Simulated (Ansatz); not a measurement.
# RuAu in Ansatz: the effect of functional

RuAu:

```
Ru Au
1.0
     3.16481    0.00000    0.00000
     0.00000    3.16481    0.00000
     0.00000    0.00000    3.16481
Ru Au
1 1
Direct
  0.00000 0.00000 0.00000
  0.50000 0.50000 0.50000
```

The cell was built by a generator and needn't be a form met in nature.

Alike in all runs:

| Quantity | Value |
| --- | --- |
| Program | Ansatz 0.2.0 |
| Task | projected density of states |
| Potentials or basis | Ansatz PAW |
| k mesh | 5 × 5 × 5 |
| Occupations | fermi-dirac, width 0.05 eV |
| Spin | no spin polarisation |

```csv
functional,cutoff,pressure (GPa)
LDA,420 eV (not typed: the program's choice for these potentials),?
PBEsol,420 eV (not typed: the program's choice for these potentials),-9.8
RPBE,420 eV (not typed: the program's choice for these potentials),3.5
revPBE,420 eV (not typed: the program's choice for these potentials),2.3
BLYP,420 eV (not typed: the program's choice for these potentials),11.6
r2SCAN,500 eV (not typed: the program's choice for these potentials),-5.6
HSE06,420 eV (not typed: the program's choice for these potentials),-9.1
PBE0,420 eV (not typed: the program's choice for these potentials),-9.2
r2SCAN0,500 eV (not typed: the program's choice for these potentials),-12.2
```

What does the run with functional LDA give?

Pressure -14.7 GPa.

Caveats: all runs use coarse meshes; the PAW data sets come from PBE, with cores solved anew for the run's functional, which leaves a small shift of forces and pressure; the density of states is complete only up to the lowest level of the last band computed; the thresholds are loose for stress (some runs).

Runs at the PBE level aren't shown here.
